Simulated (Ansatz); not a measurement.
I need a geometry optimisation of C₃H₈OSi, SMILES CC1OC1[SiH3]. Use Ansatz 0.2.0, Python API. Settings: Hartree-Fock, def2-SVP basis, multiplicity 1.

| atom | x (Å) | y (Å) | z (Å) |
| --- | --- | --- | --- |
| C | -1.6893 | 0.9850 | 0.5523 |
| C | -0.3505 | 0.7533 | 0.0881 |
| O | 0.5613 | 0.5793 | 1.1420 |
| C | 0.3803 | -0.5661 | 0.3462 |
| Si | 1.6565 | -1.1751 | -0.8165 |
| H | -2.4452 | 0.8103 | -0.2618 |
| H | -1.9826 | 0.4393 | 1.4241 |
| H | -1.8117 | 2.1054 | 0.7885 |
| H | -0.0433 | 1.3907 | -0.7059 |
| H | -0.2745 | -1.3657 | 0.8269 |
| H | 1.0473 | -1.9778 | -1.8701 |
| H | 2.3899 | -0.0177 | -1.4068 |
| H | 2.5821 | -1.9957 | -0.0921 |

The script, `run_opt.py`:
```python
'''Relax the C3H8OSi molecule.'''

import ansatz as az
import numpy as np

geometry_ang = [
    ('C', [-1.6893, 0.985, 0.5523]),
    ('C', [-0.3505, 0.7533, 0.0881]),
    ('O', [0.5613, 0.5793, 1.142]),
    ('C', [0.3803, -0.5661, 0.3462]),
    ('Si', [1.6565, -1.1751, -0.8165]),
    ('H', [-2.4452, 0.8103, -0.2618]),
    ('H', [-1.9826, 0.4393, 1.4241]),
    ('H', [-1.8117, 2.1054, 0.7885]),
    ('H', [-0.0433, 1.3907, -0.7059]),
    ('H', [-0.2745, -1.3657, 0.8269]),
    ('H', [1.0473, -1.9778, -1.8701]),
    ('H', [2.3899, -0.0177, -1.4068]),
    ('H', [2.5821, -1.9957, -0.0921]),
]
molecule = az.Crystal.molecule()
for symbol, xyz in geometry_ang:
    molecule = molecule.atom(symbol, xyz)

setup = (
    molecule.calculation()
    .basis(gaussian='def2-SVP')  # the orbital basis, by name
    .functional('hf')
)
symbols = [site.symbol for site in molecule.cartesian_sites]
start = np.array([site.position_ang for site in molecule.cartesian_sites], dtype=float)
def progress(event):
    if event['event'] == 'relax_step':
        row = event['data']
        print(f'step {row["step"]:3d}  E = {row["lagrangian_ev"]:.6f} eV  largest force component {row["allowed_force_max_ev_ang"]:.4f} eV/A')


summary = setup.relax(force_tolerance=0.01, max_steps=100).session().plan().execute(on_event=progress).report
end = np.array(summary['positions_ang'])

print(f'E = {summary["free_energy_ev"]:.6f} eV = {summary["free_energy_ev"] / 27.211386246:.7f} Ha')
print('converged:', summary['converged'], ' doubts:', summary['published_state_doubts'] or 'none')

print('final positions (A) and the move of each atom')
for symbol, xyz, old in zip(symbols, end, start):
    print(f'{symbol:2s} {xyz[0]:10.5f} {xyz[1]:10.5f} {xyz[2]:10.5f}   {np.linalg.norm(xyz - old):7.4f}')

charges = summary['charge_distribution']
dipole = np.array(charges['dipole_moment_e_ang']) * 4.803205
print('dipole (D): {:.3f} {:.3f} {:.3f}, length {:.3f}'.format(*dipole, np.linalg.norm(dipole)))
print('atom  Mulliken   Lowdin')
for symbol, m, l in zip(symbols, charges['mulliken_charges_e'], charges['lowdin_charges_e']):
    print(f'{symbol:4s} {m:9.3f} {l:8.3f}')
with open('c3h8osi_opt.xyz', 'w') as handle:
    handle.write(f'{len(symbols)}\nrelaxed C3H8OSi\n')
    handle.writelines(f'{s:2s} {x:11.6f} {y:11.6f} {z:11.6f}\n' for s, (x, y, z) in zip(symbols, end))
```

Output of `python run_opt.py`:
```text
step   1  E = -13109.086508 eV  largest force component 3.5460 eV/A
step   2  E = -13109.494408 eV  largest force component 1.3537 eV/A
step   3  E = -13109.551928 eV  largest force component 0.1603 eV/A
step   4  E = -13109.555758 eV  largest force component 0.0726 eV/A
step   5  E = -13109.557970 eV  largest force component 0.0680 eV/A
step   6  E = -13109.559385 eV  largest force component 0.0386 eV/A
step   7  E = -13109.559705 eV  largest force component 0.0354 eV/A
step   8  E = -13109.559870 eV  largest force component 0.0144 eV/A
step   9  E = -13109.559896 eV  largest force component 0.0096 eV/A
E = -13109.559896 eV = -481.7674402 Ha
converged: True  doubts: none
final positions (A) and the move of each atom
C    -1.74107    1.04899    0.57064    0.0843
C    -0.33714    0.75553    0.11928    0.0340
O     0.60231    0.52278    1.11218    0.0759
C     0.27477   -0.56626    0.27043    0.1299
Si    1.68130   -1.18936   -0.82909    0.0313
H    -2.44545    0.91614   -0.25284    0.1062
H    -2.02804    0.39038    1.39011    0.0749
H    -1.81649    2.08088    0.91844    0.1323
H     0.02123    1.39203   -0.68729    0.0672
H    -0.33761   -1.31962    0.76388    0.1004
H     1.14127   -2.13091   -1.84107    0.1820
H     2.31487   -0.03865   -1.51188    0.1308
H     2.69034   -1.89674   -0.00790    0.1691
dipole (D): -1.590 -0.383 -1.298, length 2.088
atom  Mulliken   Lowdin
C        0.027    0.056
C        0.078   -0.052
O       -0.477   -0.022
C       -0.134   -0.116
Si       0.726    0.441
H        0.038    0.004
H        0.035    0.003
H        0.045    0.005
H        0.042   -0.006
H        0.053   -0.009
H       -0.150   -0.105
H       -0.147   -0.099
H       -0.137   -0.099
```

File `c3h8osi_opt.xyz` afterwards:
```text
13
relaxed C3H8OSi
C    -1.741071    1.048990    0.570643
C    -0.337140    0.755525    0.119276
O     0.602310    0.522782    1.112184
C     0.274775   -0.566264    0.270426
Si    1.681301   -1.189363   -0.829088
H    -2.445448    0.916144   -0.252841
H    -2.028043    0.390381    1.390113
H    -1.816493    2.080884    0.918440
H     0.021231    1.392028   -0.687289
H    -0.337608   -1.319615    0.763877
H     1.141273   -2.130910   -1.841068
H     2.314872   -0.038647   -1.511876
H     2.690340   -1.896736   -0.007897
```

Reading the output:
- Total energies depend on the basis set; only differences at equal settings carry meaning.
- The end point is the stationary point reached from this start; no frequency run checks that it is a minimum, and the basis set is modest.
- The Löwdin charges here are taken after orthogonalising the functions within each atom; they differ from plain Löwdin charges, and their signs can be unphysical.
- Hardware and time: 30 s on 1 thread of Arm Neoverse V1, on a shared host, peak memory 0.31 GiB.
